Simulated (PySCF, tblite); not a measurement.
# C₉H₁₀Si: infrared bands and NMR shifts

Aim: predict the infrared bands and NMR shifts of C₉H₁₀Si (`C#Cc1ccc(C[SiH3])cc1`).

The runs use tblite 0.8.0 and PySCF 2.14.0, with density-fitted response routines of our own; the level of theory stands in each step. All values are computed, except where a source is named. Atoms are numbered from 0 throughout.

## 1. The molecule as given

20 atoms, charge 0, multiplicity 1; geometry from: GFN2-xTB.

Bonds of the start (Å): C0–C1 1.20, C1–C2 1.41, C2–C3 1.39, C3–C4 1.38, C4–C5 1.39, C5–C6 1.49, C6–Si7 1.91, C5–C8 1.39, C8–C9 1.38, C9–C2 1.39, C0–H10 1.05, C3–H11 1.08, C4–H12 1.08, C6–H13 1.09, C6–H14 1.09, Si7–H15 1.46, Si7–H16 1.46, Si7–H17 1.46, C8–H18 1.08, C9–H19 1.08.

## 2. Infrared spectrum with GFN2-xTB

The job: settings as JSON, then the geometry in Å.

```
{"job": {"kind": "ir", "xc": "GFN2-xTB", "basis": "xTB"}, "charge": 0, "multiplicity": 1}
C      4.235928    -0.338858    -1.950279
C      3.167814    -0.168055    -1.429301
C      1.909845     0.034638    -0.814139
C      1.648265    -0.495303     0.449133
C      0.420339    -0.291553     1.044256
C     -0.574110     0.444715     0.406915
C     -1.909682     0.630431     1.040736
Si    -3.084080    -0.796140     0.549116
C     -0.306817     0.965086    -0.855837
C      0.916661     0.768537    -1.462385
H      5.167151    -0.491352    -2.408038
H      2.414400    -1.064430     0.955884
H      0.226255    -0.704126     2.024843
H     -1.809179     0.656981     2.126320
H     -2.344950     1.580325     0.728166
H     -3.238264    -0.805923    -0.905815
H     -2.508859    -2.063795     0.999650
H     -4.378509    -0.568720     1.195180
H     -1.070792     1.537062    -1.364596
H      1.113436     1.181155    -2.441330
```

**Question.** This job is followed by: GIAO PBE0/pcSseg-1 NMR shielding, non-relativistic, gas phase. What will the session give for the following? strongest single infrared mode (GFN2-xTB); zero-point energy (GFN2-xTB); 13C shifts against TMS (PBE0/pcSseg-1, means over atoms taken as alike); 1H shifts against TMS (PBE0/pcSseg-1, means over atoms taken as alike); 29Si shifts against TMS (PBE0/pcSseg-1).

**Answer**, as computed:

```
                                                               quantity                                             value
                              strongest single infrared mode (GFN2-xTB)                              786 cm⁻¹, 474 km/mol
                                           zero-point energy (GFN2-xTB)                                     92.6 kcal/mol
13C shifts against TMS (PBE0/pcSseg-1, means over atoms taken as alike)  147.2, 140.1, 132.8, 122.9, 89.3, 86.3, 22.1 ppm
 1H shifts against TMS (PBE0/pcSseg-1, means over atoms taken as alike)                  7.79, 7.38, 3.91, 2.73, 2.36 ppm
                                29Si shifts against TMS (PBE0/pcSseg-1)                                         -62.2 ppm
```

What this shows: No mode is imaginary among the 54: a minimum at this level. Unscaled tight-binding wavenumbers are off by several per cent, some by more. Its intensities can rank the bands wrongly. At PBE0/pcSseg-1: The largest span, 309 ppm, is at C1, where the paramagnetic term is -146 ppm. NICS(1)zz of -26 ppm above the planar ring from C2 marks a diatropic (aromatic) ring current.
